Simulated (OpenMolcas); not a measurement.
# Tm³⁺ among point charges: CASSCF and CASPT2 levels and susceptibility

Aim: the splitting of the states of Tm³⁺ in the field of 12 point charges, its lowest levels with spin-orbit coupling and its magnetic susceptibility.

Program: OpenMolcas 26.06. Level of theory: state-averaged CASSCF and CASPT2, spin-orbit coupling by RASSI with atomic mean-field integrals. These are calculated values, not measurements, unless marked.

**1. What is computed**

```
Species                           : Tm³⁺ (thulium, Z = 69, 66 electrons)
Basis                             : ANO-RCC-VDZP [7s6p4d2f1g], 68 functions
Scalar Hamiltonian                : DKH2, point nucleus
Inactive shells                   : 1s 2s 2p 3s 3p 3d 4s 4p 4d 5s 5p
Active space                      : 12 electrons in 7 orbitals (4f)
Some configurations of this space : 4f12
Orbitals                          : optimised for the highest spin of each parity, averaged over all roots
```

The outer shells:

4f12
```
4f [↑↓][↑↓][↑↓][↑↓][↑↓][↑ ][↑ ]
```

The ion sits among 12 point charges of -1 e arranged as a cuboctahedron (Oh), 2.63 Å from the ion.

The work runs as a chain of OpenMolcas steps in one folder; each step below is one input file. Labels, J, g values, rates, χT and fits are worked out afterwards by a script from the matrices that RASSI stores. The input lists half of the charges; inversion (Group=XYZ) makes the rest.

**2. One- and two-electron integrals**

Contents of a.inp:

```
&GATEWAY
Coord
1

Tm 0.0 0.0 0.0
Basis=ANO-RCC-VDZP
Group=XYZ
NoMove
AngMom=0.0 0.0 0.0
AMFI
XField
6 Angstrom 0
1.859691 1.859691 0.000000 -1.000000
1.859691 -1.859691 0.000000 -1.000000
0.000000 1.859691 1.859691 -1.000000
0.000000 1.859691 -1.859691 -1.000000
1.859691 0.000000 1.859691 -1.000000
1.859691 0.000000 -1.859691 -1.000000
&SEWARD
```

Started as:

```bash
OMP_NUM_THREADS=1 MOLCAS_MEM=2252 MOLCAS_PROJECT=a pymolcas a.inp > a.log
```

**3. Reference wave functions, triplets of even parity, 21 roots**

Contents of a.inp:

```
&RASSCF
FileOrb=start.orb
Symmetry=1
Spin=3
nActEl=12 0 0
Inactive=15 12
Ras2=0 7
CIRoot=21 21 1
SDav=21
CIMx=300
Iter=120 100
PrWF=0.3
OrbListing=Nothing
MaxOrb=0
>>> COPY $Project.JobIph JOB001
```

start.orb holds the contracted functions of the basis, ordered by shell, or the orbitals of the step before.

**4. CASSCF: singlets of even parity, 28 roots**

Contents of a.inp:

```
&RASSCF
FileOrb=start.orb
Symmetry=1
Spin=1
nActEl=12 0 0
Inactive=15 12
Ras2=0 7
CIRoot=28 28 1
SDav=28
CIMx=300
Iter=120 100
PrWF=0.3
OrbListing=Nothing
MaxOrb=0
CIOnly
>>> COPY $Project.JobIph JOB002
```

**5. RASSI: spin-orbit coupling between the states**

Contents of a.inp:

```
&RASSI
NrOfJobIphs=2 21 27
1 2 3 4 5 6 7 8 9 10 11 12 13 14 15 16 17 18 19 20 21
1 2 3 4 5 6 7 8 9 10 11 12 13 14 15 16 17 18 19 20 21 22 23 24 25 26 27
IphNames
JOB001
JOB002
EJob
SpinOrbit
DIPRint=1.0
SOCoupling=1000.0
Subsets=2
Property=9
'ANGMOM' 1 'ANGMOM' 2 'ANGMOM' 3 'MLTPL  1' 1 'MLTPL  1' 2 'MLTPL  1' 3
'AMFI' 1 'AMFI' 2 'AMFI' 3
SOProperty=3
'ANGMOM' 1 'ANGMOM' 2 'ANGMOM' 3
```

**6. CASPT2: IPEA 0.25, imaginary shift 0.1 (closed shells correlated: 5s 5p)**

Contents of a.inp:

```
>>> COPY JOB001 $Project.JobIph
&CASPT2
Multistate=21 1 2 3 4 5 6 7 8 9 10 11 12 13 14 15 16 17 18 19 20 21
NoMult
Frozen=14 9
IPEA=0.25
Imaginary=0.1
MaxIter=60
WThr=0.0 0.3 0.05
PrWF=0.5
NoMix
>>> COPY JOB002 $Project.JobIph
&CASPT2
Multistate=27 1 2 3 4 5 6 7 8 9 10 11 12 13 14 15 16 17 18 19 20 21 22
23 24 25 26 27
NoMult
Frozen=14 9
IPEA=0.25
Imaginary=0.1
MaxIter=60
WThr=0.0 0.3 0.05
PrWF=0.5
NoMix
```

(Steps that only read results are left out.)

What does the calculation give? Wanted: spin-free ground state; first state of the same spin within the active space; lowest level; next level.

As calculated:

| quantity | value |
| --- | --- |
| method | SS-CASPT2, IPEA 0.25, imaginary shift 0.1 (closed shells correlated: 5s 5p) |
| spin-free ground state | 3T1, 3-fold in its orbital part |
| first state of the same spin within the active space | 3T1 at 77.9 cm⁻¹ |
| lowest level | 2-fold E, g = 0.00, 0.00, 0.00 |
| next level | 10.0 cm⁻¹ |
| χT at 300 K | 7.13 cm³ K/mol |
| effective moment at 300 K | 7.55 μB |

Cost by method:

| method | time of its own steps | time with the reference |
| --- | --- | --- |
| A. CASSCF | 8.9 s | 8.9 s |
| B. SS-CASPT2, IPEA 0.25, imaginary shift 0.1, +5s 5p | 8.6 s | 17 s |

Times are of one thread on a shared host.

What this shows: The spin-free ground state (3T1) comes to 100 % from free-ion H terms and keeps the highest spin of the shell. The singlets rest on orbitals optimised for another spin in at least one step, which raises them against the optimised states. Not all states of the active space went into the spin-orbit step. CASPT2 does not keep the components of a term degenerate, and the means are used. Point charges carry no covalency, so the field is a model and not that of real ligands.
